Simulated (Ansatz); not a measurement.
C2H5Al2N, SMILES N[C]1=[C]([AlH2])[AlH]1: a rigid torsion scan, run with Ansatz's Python interface.

The script, `c2h5al2n.py`:
```python
"""Rigid torsion scan of C2H5Al2N."""

import ansatz as az
from ase import Atoms

BASIS = "def2-SVP"
XC = "pbe0"
FMAX = 0.02
LEVEL = "MP2"


def main() -> None:
    atoms = Atoms(["N", "C", "C", "Al", "Al", "H", "H", "H", "H", "H"], positions=[
        (-0.796, 1.9171, -0.3896),
        (-0.0944, 0.7577, -0.506),
        (0.2042, -0.5132, 0.0451),
        (0.023, -1.7919, 1.5079),
        (1.1245, -0.1774, -1.5008),
        (-1.4907, 2.1197, 0.4042),
        (-0.7253, 2.7038, -1.1277),
        (0.7749, -3.1746, 1.505),
        (-1.0681, -1.4417, 2.7322),
        (2.1309, -0.4506, -2.6673),
    ])

    # relax first, so that the scan starts from a minimum
    first = az.Crystal.molecule_from_ase(atoms).calculation()
    first = first.basis(gaussian=BASIS)
    first = first.functional(XC)
    first = first.relax(force_tolerance=FMAX, max_steps=80)
    atoms.positions = first.run().report["positions_ang"]

    start = atoms.get_dihedral(2, 1, 0, 5)
    energies = {}
    for turn in range(0, 360, 30):
        turned = atoms.copy()
        turned.set_dihedral(2, 1, 0, 5, start + turn, indices=[0, 5, 6])
        base = (
            az.Crystal.molecule_from_ase(turned).calculation()
            .basis(gaussian=BASIS)
            .correlation(LEVEL, electrons="valence")
        )
        energies[round((start + turn) % 360)] = base.run().report["free_energy_ev"]
    floor = min(energies.values())
    print("dihedral C2-C1-N0-H5 (deg)   E - E(min) (eV)")
    for angle, e in sorted(energies.items()):
        print(f"{angle:8d} {(e - floor):14.3f}  " + "#" * int(30 * (e - floor) / max(max(energies.values()) - floor, 1e-9)))


if __name__ == "__main__":
    main()
```

Where along the turn do the lowest and the highest point lie, and how far apart are they?

The lowest point is at 0° and the highest at 90°, 1.149 eV (110.9 kJ/mol) above it, with the rest of the molecule held.

What the script printed:

```console
$ python c2h5al2n.py
dihedral C2-C1-N0-H5 (deg)   E - E(min) (eV)
       0          0.000
      30          0.231  ######
      60          0.788  ####################
      90          1.149  #############################
     120          0.791  ####################
     150          0.234  ######
     180          0.002
     210          0.233  ######
     240          0.790  ####################
     270          1.149  ##############################
     300          0.790  ####################
     330          0.232  ######
```

Reading the output:
- These settings explore the input space; basis and method may be short of convergence.
- The scan is rigid and the energies are electronic, in a modest basis. With rigid groups the curve can differ much from the relaxed path, the start wasn't checked as a minimum of this torsion, and equivalent turns needn't return to the same energy.
- The start is relaxed with a density functional and scanned with the wavefunction method, so it isn't exactly that method's minimum.
- Finished in 72 s on 1 thread of Arm Neoverse V2 (shared host), peak memory 0.29 GiB.
